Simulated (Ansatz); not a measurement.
# Li3Ca, space group I4/mmm: a short molecular-dynamics run

Program: Ansatz 0.2.0, Python API.

Notebook, run cell by cell (the value of a cell's last expression is shown):

In [1]:
```python
import ansatz
from ase import Atoms
from ase.neighborlist import neighbor_list
import numpy as np
```

In [2]:
```python
xtal = (
    ansatz.Lattice.of((-2.332443, 2.332443, 4.890496), (2.332443, -2.332443, 4.890496), (2.332443, 2.332443, -4.890496))
    .atom("Li", (0.75, 0.25, 0.5))
    .atom("Li", (0.25, 0.75, 0.5))
    .atom("Li", (0.5, 0.5, 0.0))
    .atom("Ca", (0.0, 0.0, 0.0))
)

xtal.resolved().sites[-1]
```
Out [2]:
```text
Site(symbol='Ca', position=(0.0, 0.0, 0.0), moment=None, axis=None, held=None, saved=None)
```

In [3]:
```python
# a small cell and a short run: a test of the set-up, no statistics
model = xtal.supercell(2, 1, 1).calculation()
model = model.functional("PBEsol", dispersion="d3bjatm")
model = model.basis(550).kpoints(3, 3, 3)
model = model.occupations("fermi_dirac", width=100 * ansatz.meV)
model = model.md("npt_langevin", timestep=0.5, steps=10, temperature=300, friction=0.005, pressure=0, initial_velocities="maxwell_boltzmann", seed=608)
steps = []
```

In [4]:
```python
def collect(event):
    if event["event"] == "md_step":
        steps.append(event["data"])
```

In [5]:
```python
result = model.session().plan().execute(on_event=collect)
report = result.report
```
```text
DeckWarning: md: disabling space-group detection — thermal motion breaks the input geometry's symmetry, so no spatial operation reduces the k-mesh or symmetrises the density; time reversal is kept, [...]
```

In [6]:
```python
sorted(key for key in report if key.endswith("_ev"))
```
Out [6]:
```text
['energy_sigma0_ev', 'entropy_ts_ev', 'fermi_energy_ev', 'free_energy_ev', 'gap_by_band_count_ev',
 'harris_foulkes_ev', 'internal_energy_ev', 'lagrangian_above_aufbau_ev', 'lagrangian_ev',
 'lagrangian_sigma0_ev']
```

In [7]:
```python
report["free_energy_ev"]
```
Out [7]:
```text
-4806.417318443439
```

In [8]:
```python
for s in steps[::2]:
    print("%3d %7.1f fs  total %.4f eV  T %6.1f K" % (s["step"], s["time_fs"], s["lagrangian_ev"] + s["e_kin_ev"], s["temperature_k"]))
```
```text
  0     0.0 fs  total -4806.1473 eV  T  262.5 K
  2     1.0 fs  total -4806.1506 eV  T  259.4 K
  4     2.0 fs  total -4806.1493 eV  T  260.4 K
  6     3.0 fs  total -4806.1648 eV  T  245.0 K
  8     4.0 fs  total -4806.1609 eV  T  248.6 K
 10     5.0 fs  total -4806.1609 eV  T  248.0 K
```

In [9]:
```python
temperature = np.array([s["temperature_k"] for s in steps])
print(f"mean temperature of the second half {temperature[len(steps) // 2 :].mean():.1f} K")
```
```text
mean temperature of the second half 246.2 K
```

In [10]:
```python
with open("trajectory.xyz", "w") as handle:
    for s in steps[::5]:
        handle.write(f"{len(s['positions_ang'])}\nt = {s['time_fs']} fs\n")
        for site, xyz in zip(result.lattice.sites, s["positions_ang"]):
            handle.write("{} {:.4f} {:.4f} {:.4f}\n".format(site.symbol, *xyz))
```

In [11]:
```python
symbols = [site.symbol for site in result.lattice.sites]
pairs = np.concatenate([neighbor_list("d", Atoms(symbols, positions=s["positions_ang"], cell=result.lattice.cell_ang, pbc=True), 4.5) for s in steps[len(steps) // 2 :]])
counts, edges = np.histogram(pairs, bins=np.arange(0.5, 4.51, 0.25))
for low, count in zip(edges, counts / (len(symbols) * len(steps[len(steps) // 2 :]))):
    print(f"{low:4.2f}-{low + 0.25:4.2f} A  {count:6.2f} neighbours an atom")

track = np.array([s["positions_ang"] for s in steps])
names = np.array([site.symbol for site in result.lattice.sites])
for name in sorted(set(names)):
    msd = ((track[:, names == name] - track[0, names == name]) ** 2).sum(axis=2).mean(axis=1)
    print(f"mean square displacement of {name} (A^2):", np.round(msd[:: max(len(msd) // 6, 1)], 4))
```
```text
0.50-0.75 A    0.00 neighbours an atom
0.75-1.00 A    0.00 neighbours an atom
1.00-1.25 A    0.00 neighbours an atom
1.25-1.50 A    0.00 neighbours an atom
1.50-1.75 A    0.00 neighbours an atom
1.75-2.00 A    0.00 neighbours an atom
2.00-2.25 A    0.00 neighbours an atom
2.25-2.50 A    0.00 neighbours an atom
2.50-2.75 A    0.00 neighbours an atom
2.75-3.00 A    0.00 neighbours an atom
3.00-3.25 A    0.17 neighbours an atom
3.25-3.50 A   11.83 neighbours an atom
3.50-3.75 A    0.00 neighbours an atom
3.75-4.00 A    0.00 neighbours an atom
4.00-4.25 A    0.00 neighbours an atom
4.25-4.50 A    0.00 neighbours an atom
mean square displacement of Ca (A^2): [0.     0.     0.     0.     0.0001 0.0001 0.0002 0.0003 0.0004 0.0005
 0.0006]
mean square displacement of Li (A^2): [0.     0.     0.0001 0.0002 0.0003 0.0005 0.0007 0.001  0.0012 0.0015
 0.0019]
```

File `trajectory.xyz` afterwards:
```text
8
t = 0.0 fs
Li -0.0000 2.3324 2.4452
Li 2.3324 -0.0000 2.4452
Li 0.0000 0.0000 4.8905
Ca 0.0000 0.0000 0.0000
Li -2.3324 4.6649 7.3357
Li 0.0000 2.3324 7.3357
Li -2.3324 2.3324 9.7810
Ca -2.3324 2.3324 4.8905
8
t = 2.5 fs
Li 0.0178 2.3410 2.4117
Li 2.3234 0.0045 2.4363
Li -0.0029 0.0046 4.8940
Ca -0.0059 -0.0098 0.0047
Li -2.3334 4.6518 7.3405
Li -0.0121 2.3381 7.3278
Li -2.3406 2.3559 9.7971
Ca -2.3218 2.3334 4.8871
8
t = 5.0 fs
Li 0.0369 2.3478 2.3802
Li 2.3158 0.0090 2.4270
Li -0.0075 0.0087 4.8927
Ca -0.0122 -0.0196 0.0092
Li -2.3364 4.6330 7.3409
Li -0.0240 2.3436 7.3166
Li -2.3437 2.3757 9.8057
Ca -2.3089 2.3329 4.8804
```

Notes:
- Total energies depend on the potentials; only differences at equal settings carry meaning. A total without «per atom» is that of the whole cell that was run.
- Dispersion corrections can be off by several per cent in the lattices of metals, and by several GPa in the pressure at a fixed cell.
- The mesh is modest for a metal, so energies can be off by several to tens of meV an atom and pressures by half a GPa or more; differences at equal mesh fare better.
- A gap by band count of zero or less means overlapping bands, a metal.
- The structure comes from a database of computed cells and needn't be a stable or known phase.
- Gaps and levels are Kohn-Sham values on a finite set of k-points.
- Warnings are shown shortened and without file and line.
- A small cell, a coarse mesh and a very short run: it shows the set-up and gives no equilibrium averages.
- Hardware and time: 2 min on 1 thread of Arm Neoverse V1, with other jobs on the host, peak memory 0.7 GiB.
